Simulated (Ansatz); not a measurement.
**Mer-CoF3(H2O)3 (CoH6O3F3): structure and electronic state**

Aim: characterise mer-CoF3(H2O)3 (CoH6O3F3) as a singlet: its structure, frontier levels and distribution of charge.

Computed with Ansatz 0.2.0, Gaussian basis. Level: RKS PBE0-D4/def2-TZVP.

The runs, in order: relaxation at r2SCAN-D4/def2-SVP; a single point at PBE0-D4/def2-TZVP.

### 1 Starting geometry

13 atoms, charge 0, spin multiplicity 1.

Atoms are counted from 1 here; the program's logs count them from 0.

Bond lengths: Co1–F2 1.766 Å, Co1–F3 1.765 Å, Co1–F4 1.760 Å, Co1–O5 2.022 Å, Co1–O8 1.973 Å, Co1–O11 2.001 Å, O5–H6 0.963 Å, O5–H7 0.964 Å, O8–H9 0.969 Å, O8–H10 0.970 Å, O11–H12 0.970 Å, O11–H13 0.971 Å. Angles: F2–Co1–F3 175.2°, F2–Co1–F4 92.0°, F2–Co1–O5 88.2°, F2–Co1–O8 90.7°, F2–Co1–O11 89.1°, F3–Co1–F4 92.3°, F3–Co1–O5 87.5°, F3–Co1–O8 91.7°, F3–Co1–O11 89.1°, F4–Co1–O5 179.2°, F4–Co1–O8 86.6°, F4–Co1–O11 86.3°, O5–Co1–O8 92.7°, O5–Co1–O11 94.5°, O8–Co1–O11 172.8°, Co1–O5–H6 111.5°, Co1–O5–H7 110.0°, H6–O5–H7 110.0° and more.

Formally the metal is d6. No spin-orbit coupling is included.

The start is a GFN2-xTB geometry.

### 2 Optimising with r2SCAN-D4/def2-SVP

in.yaml reads:

```yaml
crystal:
  periodic: [false, false, false]
  atoms:
    - {symbol: Co, position_ang: [0.165580, 0.065290, -0.008310]}
    - {symbol: F, position_ang: [0.118250, 0.058320, 1.756720]}
    - {symbol: F, position_ang: [0.081760, 0.007310, -1.770340]}
    - {symbol: F, position_ang: [1.925850, 0.069230, -0.022240]}
    - {symbol: O, position_ang: [-1.856350, 0.087280, -0.000560]}
    - {symbol: H, position_ang: [-2.210760, -0.364000, 0.773170]}
    - {symbol: H, position_ang: [-2.194300, -0.322090, -0.804880]}
    - {symbol: O, position_ang: [0.279480, 2.035450, -0.020550]}
    - {symbol: H, position_ang: [0.868930, 2.200130, -0.772160]}
    - {symbol: H, position_ang: [0.786970, 2.209040, 0.787880]}
    - {symbol: O, position_ang: [0.299630, -1.931160, 0.019170]}
    - {symbol: H, position_ang: [0.852220, -2.050320, 0.807750]}
    - {symbol: H, position_ang: [0.882740, -2.064480, -0.745650]}
basis:
  gaussian: {orbitals: def2-SVP}
hamiltonian: {xc: r2scan, dispersion: d4}
scf: {lower_state_search: "off"}
output: {orbitals: {seedname: orbitals}}
relax: {f_tol: 0.02, max_steps: 100}
```

Started as:

```sh
> ansatz run in.yaml --threads 4 --pin off --events-out ev --progress --plain --max-ram 8704MiB
```

After this run come: Single point, PBE0-D4/def2-TZVP.

Q: Predict the results of all the runs planned. Wanted: point group; donor atoms of the metal; HOMO, LUMO at PBE0-D4/def2-TZVP; charge on the metal; dipole at r2SCAN-D4/def2-SVP.

As calculated:

| quantity | value |
| --- | --- |
| point group | C1 |
| donor atoms of the metal | F 1.80, F 1.85, F 1.78, O 1.96, O 1.92, O 1.94 Å |
| HOMO, LUMO at PBE0-D4/def2-TZVP | -8.53, -2.80 eV |
| charge on the metal (Mulliken, PBE0-D4/def2-TZVP) | +0.48 e |
| dipole at r2SCAN-D4/def2-SVP | 2.56 D |

What this shows: The molecule keeps its bonding pattern by the stored test; the atoms moved 0.41 Å (rms), and the angle Co1–O5–H7 went from 110° to 91°. The metal has 6 donor atoms, from 1.78 to 1.96 Å. The Mulliken charge of the metal, +0.48 e, depends on the basis and isn't its oxidation state. No usable vibrations, so a minimum isn't proven. The HOMO lies nearest to Co1 59 %, F2 18 % and the LUMO to Co1 71 %, O8 8 %. Whether this spin is the lowest isn't tested here.
